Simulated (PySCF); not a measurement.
**NdSF: other functionals and bases at one geometry**

The task here is to estimate one member of a computed series from the others.

Method: several levels, as the steps say, no spin–orbit coupling; program: PySCF 2.14.0.

1 further run of the same task is left out (for a known fault of the program).

### Starting geometry

3 atoms, charge 0, spin multiplicity 1.

Bond lengths: Nd1–S2 2.368 Å, Nd1–F3 2.056 Å. Angles: S2–Nd1–F3 110.0°.

Coordinates:

```
Nd   -0.1955    0.0000   -0.4707
S     1.7757    0.0000    0.8406
F    -1.8511    0.0000    0.7476
```

Formal oxidation states: Nd +3. Each metal's 3 4f electrons lie in its core potential, so multiplicities, spins and levels count the valence alone. An earlier session relaxed this geometry at PBE0, Nd lcecp-1-SVP with ECP49, S def2-SVP, F def2-SVP (singlet, point group Cs).

At PBE0 on the finer grid: E = -531.630445 Eh, HOMO -5.86 eV, LUMO -2.38 eV, Mulliken charge on Nd1 +0.79 e, largest force component 0.005 eV/Å. 

Levels to run: HF; TPSS; PBE0, TZVP. Hardware: 2 threads of Arm Neoverse V2, shared host.

The first run:

run.py (the lines that set the calculation) reads:

```python
mol = gto.M(atom='''
Nd    -0.19547     0.00000    -0.47072
S      1.77574     0.00000     0.84055
F     -1.85114     0.00000     0.74764''',
    basis={'Nd': 'lcecp-1-SVP', 'S': 'def2-SVP', 'F': 'def2-SVP'},
    ecp={'Nd': 'lcecp-1-SVP'},
    charge=0, spin=0)
mf = scf.RHF(mol)
mf = mf.density_fit()  # fitting sets: Nd AutoAux, S def2-universal-JKFIT, F def2-universal-JKFIT
mf.conv_tol = 1e-08; mf.max_cycle = 55
mf.kernel(dm0)  # dm0: the density of the relaxed state
```

On the command line:

```bash
> OMP_NUM_THREADS=2 python run.py
```

Among the steps run: HF; TPSS; PBE0, TZVP.

One table of the session follows, with a row left open; its other results are not shown here.

| level | HOMO (eV) | gap (eV) | charge on Nd1 (e) | dipole (D) | largest force component (eV/Å) |
| --- | --- | --- | --- | --- | --- |
| PBE0 (relaxed here) | -5.86 | 3.48 | 0.79 | 8.23 | 0.01 |
| HF | -8.06 | 7.41 | 1.10 | 9.90 | 0.57 |
| TPSS | -4.84 | 2.05 | 0.75 | 7.88 | 0.52 |
| PBE0, TZVP | ? | ? | ? | ? | ? |

Estimate the missing values for PBE0, TZVP.

The run gave: HOMO (eV): -5.91; gap (eV): 3.51; charge on Nd1 (e): 1.21; dipole (D): 8.57; largest force component (eV/Å): 0.08. In the column «HOMO (eV)» it lies between HF (-8.06) and PBE0 (relaxed here) (-5.86).

In one basis the HOMO–LUMO gap runs from 2.05 eV (TPSS) to 7.41 eV (HF). The largest leftover force, 0.57 eV/Å with HF, stands at a geometry relaxed at another level. With 4f in the core, its levels are missing from HOMO and gap, and its count is fixed, so no charge can pass from the ligands into it. Total energies of different levels can't be compared.
